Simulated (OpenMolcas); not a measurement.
**Si: a chain of runs**

We compute a series of 9 runs (ROHF/def2-SVP, CASSCF(4,4)/def2-SVP, CASPT2(4,4)/def2-SVP, CASPT2[IPEA 0](4,4)/def2-SVP, SC-NEVPT2(4,4)/def2-SVP, PC-NEVPT2(4,4)/def2-SVP, MC-PDFT[tPBE](4,4)/def2-SVP, MC-PDFT[ftPBE](4,4)/def2-SVP, and more) of Si. 

The results are computed with OpenMolcas 26.06.

86 further runs of the same task are left out: 86 set aside as unsound or not needed.

## Step 1: The energy at ROHF/def2-SVP (run 1)

Input file mol.xyz:

```xyz
1

Si     0.000000     0.000000     0.000000
```

Input file step1.inp:

```
&gateway
  baslib=$CurrDir
  coord=mol.xyz
  basis=def2-SVP
  group=NoSym

&seward

&scf
  uhf
  spin=3
  prorbitals=1 2

&rasscf
  fileorb=$Project.UnaOrb
  spin=3
  nactel=2 0 0
  inactive=6
  ras2=2
  outorbitals=Canonical
  orblisting=Nothing
```

The basis set def2-SVP is read from a file made from the Basis Set Exchange's data (not shown).

Run with:

```
$ export MOLCAS_MEM=1860
$ pymolcas step1.inp > step1.log
```

The program printed:

```text
--- Start Module: gateway ---
[...]
--- Stop Module: gateway /rc=_RC_ALL_IS_WELL_ ---
[...]
      Basis functions           18
[...]
--- Start Module: scf ---
[...]
       Convergence after  19 Iterations
[...]
::    Total SCF energy                               -288.7531284762
[...]
      Total spin, S                                     1.0029663277
[...]
--- Stop Module: scf /rc=_RC_ALL_IS_WELL_ ---
--- Start Module: rasscf ---
[...]
      Number of active orbitals                  2
[...]
      Spin quantum number                      1.0
[...]
      Active orbitals                            2
[...]
      Number of CSFs                             1
[...]
      Number of root(s) required                 1
[...]
      Convergence after  7 iterations
[...]
      printout of CI-coefficients larger than  0.05 for root  1
      energy=    -288.749819
      conf/sym  11     Coeff  Weight
             1  uu   1.00000 1.00000
      Natural orbitals and occupation numbers for root  1
      sym 1:   1.000000   1.000000
      ************************************************************************************************************************
      *                                                    Final results                                                     *
[...]
::    RASSCF root number  1 Total energy:   -288.74981915
[...]
      Total electronic charge=   14.000000
      Total            charge=   -0.000000
[...]
      Dipole Moment (debye):
      Origin of the operator (angstrom)=    0.0000    0.0000    0.0000
                   X=  4.3230E-16               Y=  7.4237E-16               Z=  4.7805E-16           Total=  9.8312E-16
      Quadrupole Moment (debye*angstrom):
[...]
--- Stop Module: rasscf /rc=_RC_ALL_IS_WELL_ ---
[...]
```

Run time: 3.3 s. Hardware: 1 thread of Intel Xeon Platinum 8259CL at 2.50GHz (Skylake/Cascade Lake), shared host; peak memory 0.37 GiB.

## Step 2: The Si atom: a single-point energy at CASSCF(4,4)/def2-SVP (run 2)

mol.xyz is that of step 1.

Input file step2.input:

```
* Si CASSCF

&GATEWAY
 BASLIB=$CurrDir
 COORD=mol.xyz
 BASIS=def2-SVP
 GROUP=NoSym

&SEWARD

&RASSCF
 FILEORB=$CurrDir/step1.RasOrb
 SPIN=3
 NACTEL=4 0 0
 INACTIVE=5
 RAS2=4
 ORBLISTING=Nothing
 ORBAPPEAR=Compact
```

The basis set def2-SVP is read from a file made from the Basis Set Exchange's data (not shown).

Run the same way, it converges to -288.76293 Eh (log not shown).

Runs 3 to 8 aren't shown in full; the table further down has their settings and results.

## Step 3: The Si atom: the energy at MRCI(4,4)/def2-SVP (run 9)

mol.xyz is that of step 2.

Input file step9.input:

```
* Si MRCI
&gateway
baslib = $CurrDir
coord = mol.xyz
basis = def2-SVP
group = NoSym
&seward
&rasscf
fileorb = $CurrDir/step2.RasOrb
spin = 3
nactel = 4 0 0
inactive = 5
ras2 = 4
orblisting = Nothing
orbappear = Compact
&motra
lumorb
frozen = 5
&guga
electrons = 4
spin = 3
inactive = 0
active = 4
ciall = 1
&mrci
sdci
```

The basis set def2-SVP is read from a file made from the Basis Set Exchange's data (not shown).

Run with:

```
$ export MOLCAS_MEM=1860
$ pymolcas step9.input > step9.log
```

The program printed:

```text
--- Start Module: gateway ---
[...]
--- Stop Module: gateway /rc=_RC_ALL_IS_WELL_ ---
[...]
      Basis functions           18
[...]
      Number of active orbitals                  4
[...]
      Spin quantum number                      1.0
[...]
      Active orbitals                            4
[...]
      Number of CSFs                            15
[...]
      Number of root(s) required                 1
[...]
      Convergence after  4 iterations
[...]
      printout of CI-coefficients larger than  0.05 for root  1
      energy=    -288.762931
      conf/sym  1111     Coeff  Weight
             1  2uu0  -0.99000 0.98010
            15  0uu2   0.14108 0.01990
      Natural orbitals and occupation numbers for root  1
      sym 1:   1.960194   1.000000   1.000000   0.039806
      ************************************************************************************************************************
      *                                                    Final results                                                     *
[...]
::    RASSCF root number  1 Total energy:   -288.76293124
[...]
      Dipole Moment (debye):
      Origin of the operator (angstrom)=    0.0000    0.0000    0.0000
                   X=  4.3370E-16               Y=  7.5099E-16               Z=  4.5000E-16           Total=  9.7703E-16
      Quadrupole Moment (debye*angstrom):
[...]
      *** WARNING: Default frozen orbitals is overwritten by user input.
      *** Default values:   2
[...]
--- Start Module: guga ---
[...]
--- Stop Module: guga /rc=_RC_ALL_IS_WELL_ ---
--- Start Module: mrci ---
[...]
       (But an ACPF correction will be computed)
       USE THE DEFAULT ACPF G-VALUE GFAC=  0.50000000000000000
[...]
                      CI ENERGY:  -288.81515685
[...]
                ACPF CORRECTION:    -0.00116142
[...]
      Total electronic charge=   14.000000
      Total            charge=    0.000000
[...]
     ACPF CORRECTION:     -0.00116142
[...]
  CI State   1     Total energy:   -288.81515685     QDav:     -0.00237568     QACPF:     -0.00116142
[...]
--- Stop Module: mrci /rc=_RC_ALL_IS_WELL_ ---
[...]
```

Run time: 2.4 s. Hardware: 1 thread of Intel Xeon Platinum 8259CL at 2.50GHz (Skylake/Cascade Lake), shared host; peak memory 0.37 GiB.

## Step 4: The series

```
run                         level   active rule  inactive  energy (Eh)  dipole moment (D) of the reference  wall time
  1                 ROHF/def2-SVP             –         –  -288.749819                                0.00      3.3 s
  2          CASSCF(4,4)/def2-SVP  full valence         5  -288.762931                                0.00      2.8 s
  3          CASPT2(4,4)/def2-SVP  full valence         5  -288.799603                                0.00      2.2 s
  4  CASPT2[IPEA 0](4,4)/def2-SVP  full valence         5  -288.806299                                0.00      2.4 s
  5       SC-NEVPT2(4,4)/def2-SVP  full valence         5  -288.802254                                0.00      2.4 s
  6       PC-NEVPT2(4,4)/def2-SVP  full valence         5  -288.802372                                0.00      2.5 s
  7   MC-PDFT[tPBE](4,4)/def2-SVP  full valence         5  -289.118385                                0.00      2.7 s
  8  MC-PDFT[ftPBE](4,4)/def2-SVP  full valence         5  -289.183402                                0.00      2.6 s
  9            MRCI(4,4)/def2-SVP  full valence         5  -288.815157                                0.00      2.4 s
```

## Step 5: Summary of results

```
                                      quantity          value
                  Si atom, run 9: total energy  -288.81516 Eh
Si atom, run 9: dipole moment (CASSCF density)         0.00 D
```

**Reading.** Below the ROHF energy at the same shape and in the same basis (def2-SVP): CASSCF(4,4) -13.1 mEh; CASPT2(4,4) -49.8 mEh; CASPT2[IPEA 0](4,4) -56.5 mEh; SC-NEVPT2(4,4) -52.4 mEh; PC-NEVPT2(4,4) -52.6 mEh; MRCI(4,4) -65.3 mEh. Active-space methods hold only the correlation inside their space unless a perturbation or CI step follows. All runs together took 23 s, the longest 3.3 s.
